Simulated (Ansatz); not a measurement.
**CH3NO (SMILES C=NO) at CAM-B3LYP/def2-TZVP**

What is the electronic atomisation energy of CH3NO at CAM-B3LYP/def2-TZVP? 

The calculation is run with Ansatz 0.2.0.

57 further runs of the same task are left out: 57 set aside as unsound or not needed.

**1. The system as given**

The species is CH3NO (6 atoms), meant as a singlet with charge 0. As SMILES, `C=NO`. Geometry: relaxed at PBE0-D4/def2-TZVP. This is one conformer, not always the lowest.

Bond lengths: C1–N2 1.263 Å, N2–O3 1.378 Å, C1–H4 1.083 Å, C1–H5 1.089 Å, O3–H6 0.961 Å. Angles: C1–N2–O3 112.0°, N2–C1–H4 116.5°, N2–C1–H5 122.7°, N2–O3–H6 103.2°, H4–C1–H5 120.7°.

**2. A single-point energy at CAM-B3LYP/def2-TZVP**

run.yaml

```yaml
basis:
  gaussian: {orbitals: def2-TZVP}
crystal:
  periodic: [false, false, false]
  atoms:
    - symbol: C
      position_ang: [-0.641460, 0.275060, -0.529500]
    - symbol: N
      position_ang: [-0.060370, -0.588400, 0.185960]
    - symbol: O
      position_ang: [1.092090, -0.094130, 0.757850]
    - symbol: H
      position_ang: [-1.557810, -0.036720, -1.015390]
    - symbol: H
      position_ang: [-0.256650, 1.285210, -0.662960]
    - symbol: H
      position_ang: [1.424190, -0.841030, 1.264030]
hamiltonian: {xc: {name: CAM-B3LYP}}
accuracy: high
output: {orbitals: {seedname: orbitals}}
```

Started as:

```bash
$ ansatz run run.yaml --threads 1 --pin off --max-ram 3480MiB --events-out events.jsonl --progress --plain --runs-dir runs
```

Log:

```text
Warning: RAYON_NUM_THREADS=1 ignored (pool sized by the plan → 1); use --threads N
Functional definition: CAM-B3LYP
  name "CAM-B3LYP"
  parameter alpha = 0.19
  parameter beta = 0.46
  parameter omega = 0.33/bohr
  parameter ac = 0.81
  exchange = (1 - alpha - beta)*b88_x + beta*b88_x_sr(omega) + alpha*exact_x + beta*exact_x_lr(omega)
  correlation = (1 - ac)*vwn5_c + ac*lyp_c
2014 factors; integrals over basis functions are off by at most 3.9e-9 eV
309 factors; integrals over basis functions are off by at most 2.0e-9 eV
mean field evaluation 1: about -4617.9300 eV, gradient 4.0e1 eV
mean field evaluation 2: about -4618.4791 eV, gradient 3.8e1 eV
mean field evaluation 4: about -4620.9083 eV, gradient 1.6e0 eV
mean field evaluation 8: about -4620.9107 eV, gradient 1.1e-1 eV
mean field evaluation 16: about -4620.9107 eV, gradient 1.1e-5 eV
mean field -4620.91068031 eV, -169.8153353358 hartree, gradient 4.9e-8 eV, S^2 0.000000; 0 other end points of the search recorded, 0 dependent functions left out
reference -4620.91069634 eV, -169.8153359247 hartree; 12, 12 occupied and 99, 99 virtual orbitals, 2014 factors
Total energy: -4620.91069634 eV, -169.8153359247 hartree
```

Wall time 6.6 s (1 thread of Arm Neoverse V1, shared host); peak memory 0.32 GiB.

**3. The C atom, same level**

run.yaml

```yaml
crystal:
  periodic: [false, false, false]
  atoms:
    - symbol: C
      position_ang: [0.000000, 0.000000, 0.000000]
basis:
  gaussian: {orbitals: def2-TZVP}
accuracy: high
hamiltonian: {xc: {name: CAM-B3LYP}}
magnetization: {spin_polarized: true, initial_magnetization: 2}
```

Run the same way, it converges to -37.83702 Eh (log not shown).

**4. The H atom at the same level**

job.yaml

```yaml
crystal:
  periodic: [false, false, false]
  atoms:
    - {symbol: H, position_ang: [0.000000, 0.000000, 0.000000]}
basis:
  gaussian:
    orbitals: def2-TZVP
magnetization:
  spin_polarized: true
  initial_magnetization: 1
hamiltonian:
  xc: {name: CAM-B3LYP}
accuracy: high
```

Started as:

```bash
$ ansatz run job.yaml --threads 1 --pin off --max-ram 3480MiB --events-out events.jsonl --progress --plain --runs-dir runs
```

Log, cut to the lines that bear on the results:

```text
Warning: RAYON_NUM_THREADS=1 ignored (pool sized by the plan → 1); use --threads N
[... 8 set-up lines as earlier in the session ...]
21 factors; integrals over basis functions are off by at most 4.9e-8 eV
19 factors; integrals over basis functions are off by at most 5.2e-10 eV
mean field evaluation 1: about -13.5638 eV, gradient 7.3e-1 eV
mean field evaluation 2: about -13.5718 eV, gradient 1.3e-1 eV
mean field evaluation 4: about -13.5733 eV, gradient 5.6e-3 eV
mean field evaluation 8: about -13.5733 eV, gradient 3.7e-9 eV
mean field -13.57332536 eV, -0.4988105065 hartree, gradient 1.5e-9 eV, S^2 0.750000; 0 other end points of the search recorded, 0 dependent functions left out
reference -13.57333610 eV, -0.4988109014 hartree; 1, 0 occupied and 5, 6 virtual orbitals, 21 factors
Total energy: -13.57333610 eV, -0.4988109014 hartree
```

Wall time 0.2 s (1 thread of Arm Neoverse V1, shared host).

**5. The N atom at the same level**

molecule.yaml

```yaml
crystal:
  periodic: [false, false, false]
  atoms:
    - {symbol: "N", position_ang: [0.000000, 0.000000, 0.000000]}
basis:
  gaussian:
    orbitals: def2-TZVP
hamiltonian:
  xc: {name: CAM-B3LYP}
magnetization:
  spin_polarized: true
  initial_magnetization: 3
accuracy: high
```

Run the same way, it converges to -54.58263 Eh (log not shown).

**6. The O atom at the same level**

input.yaml

```yaml
crystal:
  periodic: [false, false, false]
  atoms:
    - {symbol: O, position_ang: [0.000000, 0.000000, 0.000000]}
basis:
  gaussian:
    orbitals: def2-TZVP
magnetization:
  spin_polarized: true
  initial_magnetization: 2
hamiltonian:
  xc: {name: CAM-B3LYP}
accuracy: high
```

Run the same way, it converges to -75.07326 Eh (log not shown).

**7. Outcome**

Level: CAM-B3LYP/def2-TZVP.

| quantity | value |
| --- | --- |
| molecule: total energy | -169.81534 Eh |
| molecule: HOMO energy | -9.24 eV |
| molecule: LUMO energy | 0.92 eV |
| molecule: HOMO–LUMO gap | 10.16 eV |
| C atom: total energy | -37.83702 Eh |
| C atom: ⟨S²⟩ | 2.004 |
| H atom: total energy | -0.49881 Eh |
| H atom: ⟨S²⟩ | 0.750 |
| N atom: total energy | -54.58263 Eh |
| N atom: ⟨S²⟩ | 3.753 |
| O atom: total energy | -75.07326 Eh |
| O atom: ⟨S²⟩ | 2.003 |
| electronic atomisation energy | 22.477 eV |

What this shows: Taking the molecule apart into free atoms costs 22.48 eV (518 kcal/mol), before zero-point energy and without spin-orbit coupling.
